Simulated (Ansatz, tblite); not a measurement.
# Cd9Te9 wurtzite hole sphere (Cd₉Te₉H₂₄): rung by rung

How do method and basis change the picture of Cd9Te9 wurtzite hole sphere (Cd₉Te₉H₂₄) (singlet)?

Computed with Ansatz 0.2.0, Gaussian basis. Level: as each input shows.

The runs, in order: GFN1-xTB, GFN2-xTB, PBE-D4/def2-TZVP, r2SCAN-D4/def2-TZVP, PBE-D4/def2-SVP, PBE0-D4/def2-SVP.

1 further run of the same task is left out (set aside as unsound or not needed).

**1. The relaxed structure**

The geometry is that of the singlet, from an earlier relaxation (r2SCAN-D4/def2-SVP).

42 atoms, charge 0, spin multiplicity 1.

Bond lengths: Cd1–H19 1.682 Å, Cd1–H20 1.682 Å, Te2–Cd5 3.140 Å, Te2–H21 1.668 Å, Te2–H22 1.668 Å, Te3–Cd4 2.893 Å, Te3–Cd11 2.893 Å, Te3–H23 1.666 Å, Cd4–Te6 3.159 Å, Cd4–Te7 2.893 Å, Cd4–H24 1.699 Å, Cd5–Te6 2.909 Å, Cd5–Te12 2.909 Å, Cd5–H25 1.691 Å, Te6–Cd9 2.909 Å, Te6–H26 1.666 Å, Te7–Cd14 2.893 Å, Te7–H27 1.666 Å and more. Angles: H19–Cd1–H20 172.5°, Cd5–Te2–H21 92.6°, Cd5–Te2–H22 92.6°, H21–Te2–H22 90.3°, Cd4–Te3–Cd11 125.8°, Cd4–Te3–H23 94.6°, Cd11–Te3–H23 94.7°, Te3–Cd4–Te6 93.7°, Te3–Cd4–Te7 108.5°, Te3–Cd4–H24 123.2°, Te6–Cd4–Te7 93.7°, Te6–Cd4–H24 104.2°, Te7–Cd4–H24 123.2°, Te2–Cd5–Te6 94.2°, Te2–Cd5–Te12 94.3°, Te2–Cd5–H25 108.3°, Te6–Cd5–Te12 91.4°, Te6–Cd5–H25 129.5° and more.

Cd, Te take a core potential in the def2 sets. No spin-orbit coupling is included.

PBE0-D4/def2-TZVP was run before; its log isn't repeated, and its numbers join the tables.

**2. GFN1-xTB**

Tight binding, by tblite at 300 K electronic temperature and without a spin-polarisation term:

```python
tblite.interface.Calculator('GFN1-xTB', numbers, positions, charge=0, uhf=0).singlepoint()
```

Energy -1497.0096 eV, HOMO -9.87 eV, LUMO -6.65 eV; 0.13 s.

**3. GFN2-xTB**

Tight binding, by tblite at 300 K electronic temperature and without a spin-polarisation term:

```python
tblite.interface.Calculator('GFN2-xTB', numbers, positions, charge=0, uhf=0).singlepoint()
```

Energy -1241.4830 eV, HOMO -9.89 eV, LUMO -7.75 eV; 0.17 s.

**4. PBE-D4/def2-TZVP**

start.molden holds the orbitals of an earlier run on this state, given as this run's starting guess.

The input, in.yaml:

```yaml
crystal:
  periodic: [false, false, false]
  atoms:
    - {symbol: Cd, position_ang: [0.001053, -6.133477, -2.330753]}
    - {symbol: Te, position_ang: [-0.002919, -5.099968, 1.102225]}
    - {symbol: Te, position_ang: [0.000209, -2.713550, -2.116548]}
    - {symbol: Cd, position_ang: [-2.575615, -1.488188, -1.631754]}
    - {symbol: Cd, position_ang: [-0.000788, -2.577255, 2.971160]}
    - {symbol: Te, position_ang: [-2.081816, -1.200612, 1.475022]}
    - {symbol: Te, position_ang: [-2.348423, 1.354793, -2.118663]}
    - {symbol: Cd, position_ang: [-5.308730, 3.064684, -2.337351]}
    - {symbol: Cd, position_ang: [-2.233130, 1.291063, 2.969240]}
    - {symbol: Te, position_ang: [-4.414201, 2.554758, 1.097507]}
    - {symbol: Cd, position_ang: [2.575501, -1.487094, -1.632143]}
    - {symbol: Te, position_ang: [2.081100, -1.201913, 1.474769]}
    - {symbol: Te, position_ang: [2.347621, 1.356044, -2.118816]}
    - {symbol: Cd, position_ang: [-0.000742, 2.974449, -1.632393]}
    - {symbol: Cd, position_ang: [2.234763, 1.289705, 2.968832]}
    - {symbol: Te, position_ang: [0.001028, 2.403998, 1.474445]}
    - {symbol: Cd, position_ang: [5.309607, 3.063182, -2.337851]}
    - {symbol: Te, position_ang: [4.418805, 2.547885, 1.096828]}
    - {symbol: H, position_ang: [-1.676916, -6.242459, -2.350841]}
    - {symbol: H, position_ang: [1.679080, -6.242368, -2.346115]}
    - {symbol: H, position_ang: [-1.190072, -5.856197, 1.996466]}
    - {symbol: H, position_ang: [1.173459, -5.864448, 2.003711]}
    - {symbol: H, position_ang: [-0.000557, -2.387549, -3.750620]}
    - {symbol: H, position_ang: [-4.044079, -2.335583, -1.743175]}
    - {symbol: H, position_ang: [-0.000506, -3.106651, 4.577484]}
    - {symbol: H, position_ang: [-3.390740, -1.955939, 2.176397]}
    - {symbol: H, position_ang: [-2.062829, 1.190704, -3.752064]}
    - {symbol: H, position_ang: [-6.243156, 1.666559, -2.348070]}
    - {symbol: H, position_ang: [-4.563354, 4.571859, -2.362178]}
    - {symbol: H, position_ang: [-2.692855, 1.556907, 4.575033]}
    - {symbol: H, position_ang: [-5.666416, 1.913892, 1.993130]}
    - {symbol: H, position_ang: [-4.479891, 3.958481, 1.995394]}
    - {symbol: H, position_ang: [4.044548, -2.333419, -1.744091]}
    - {symbol: H, position_ang: [3.389797, -1.958092, 2.175659]}
    - {symbol: H, position_ang: [2.062747, 1.191347, -3.752278]}
    - {symbol: H, position_ang: [-0.001768, 4.669870, -1.743850]}
    - {symbol: H, position_ang: [2.694925, 1.555798, 4.574455]}
    - {symbol: H, position_ang: [0.001438, 3.915246, 2.175791]}
    - {symbol: H, position_ang: [6.242086, 1.663978, -2.359320]}
    - {symbol: H, position_ang: [4.566070, 4.571485, -2.352059]}
    - {symbol: H, position_ang: [5.667975, 1.904948, 1.995247]}
    - {symbol: H, position_ang: [4.487708, 3.953108, 1.992101]}
basis:
  gaussian: {orbitals: def2-TZVP, fitting: {mean_field: def2-universal-jkfit}, initial_orbitals: start.molden}
hamiltonian: {xc: pbe, dispersion: d4}
scf: {omitted_lower_state_checks: [starts]}
output: {forces: true, orbitals: {seedname: orbitals}}
```

Command:

```bash
$ ansatz run in.yaml --threads 4 --pin off --events-out ev --progress --plain --max-ram 66560MiB --backend cuda --devices 0, --max-vram 37GiB
```

The runs that follow: r2SCAN-D4/def2-TZVP; PBE-D4/def2-SVP; PBE0-D4/def2-SVP.

Q: Predict the results of all the runs planned. Wanted: gap in def2-TZVP, named functionals, smallest and largest; binding an atom, functionals in def2-TZVP; PBE0 total energy, smallest basis above largest.

**Answer**, as computed:

| quantity | value |
| --- | --- |
| gap in def2-TZVP, named functionals, smallest and largest | 2.78 eV (PBE-D4), 4.44 eV (PBE0-D4) |
| binding an atom, functionals in def2-TZVP | 1.79 (PBE0-D4) to 1.82 eV (r2SCAN-D4) |
| PBE0 total energy, smallest basis above largest | 12.68 eV (def2-SVP, def2-TZVP) |

**Reading.** Orbital gaps of the named functionals in def2-TZVP span 2.78 eV (PBE-D4) to 4.44 eV (PBE0-D4); exact exchange widens it.
